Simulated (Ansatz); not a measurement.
# CsLuS2: the cost of one run

Computed with Ansatz 0.2.0 (DFT r²SCAN, frozen-core PAW, scalar-relativistic unless said, unless a step's input says otherwise).

**1. The starting structure**

Symmetry: R-3m, No. 166, trigonal system. The conventional cell has a = 3.988 Å, b = 3.988 Å, c = 24.135 Å, α = 90.00°, β = 90.00°, γ = 120.00°. Around Cs (site symmetry -3m) lie 6 S at 3.47 Å. Around Lu (site symmetry -3m) lie 6 S at 2.71 Å. Around S (site symmetry 3m) lie 3 Lu at 2.71 Å and 3 Cs at 3.47 Å.

As a file:

```cif
data_structure
_symmetry_space_group_name_H-M 'R-3m:H'
_symmetry_Int_Tables_number 166
_cell_length_a 3.9880
_cell_length_b 3.9880
_cell_length_c 24.1354
_cell_angle_alpha 90.000
_cell_angle_beta 90.000
_cell_angle_gamma 120.000
_cell_volume 332.43
loop_
_atom_site_label
_atom_site_type_symbol
_atom_site_symmetry_multiplicity
_atom_site_Wyckoff_symbol
_atom_site_fract_x
_atom_site_fract_y
_atom_site_fract_z
_atom_site_occupancy
Cs1 Cs 3 a 0.00000 0.00000 0.00000 1
Lu1 Lu 3 b 0.66667 0.33333 0.83333 1
S1 S 6 c 0.00000 0.00000 0.77408 1
```

Cartesian axes are those of the input's lattice vectors. The structure goes back to a database entry.

**2. Cell and atoms relaxed, PAW**

input.yaml

```yaml
crystal:
  lattice:
    - [1.99401521579, 1.15124522161, 8.0451293229]
    - [-1.99401521579, 1.15124522161, 8.0451293229]
    - [0.0, -2.30249044321, 8.0451293229]
  atoms:
    - { symbol: Cs, position: [0.0, 0.0, 0.0] }
    - { symbol: Lu, position: [0.5, 0.5, 0.5] }
    - { symbol: S, position: [0.77408323, 0.77408323, 0.77408323] }
    - { symbol: S, position: [0.22591677, 0.22591677, 0.22591677] }
kpoints:
  mp_grid: { grid: [10, 10, 10] }
scf:
  occupations: { method: fermi_dirac, width: 0.1 }
hamiltonian:
  xc: r2scan
  pseudopotentials: { kind: paw }
relax:
  f_tol: 0.002
  max_steps: 80
  cell: {}
output:
  forces: true
  stress: true
```

On the command line:

```
$ ansatz run input.yaml --threads 1 --pin off --max-ram 3072MiB --backend cpu --events-out ev --progress --plain --runs-dir out
```

**Question.** How long does this run take on 1 thread of AMD EPYC 7R43 (Zen 3), shared host, and how much memory does it need?

About 3.9 min, with a peak of 0.93 GiB.
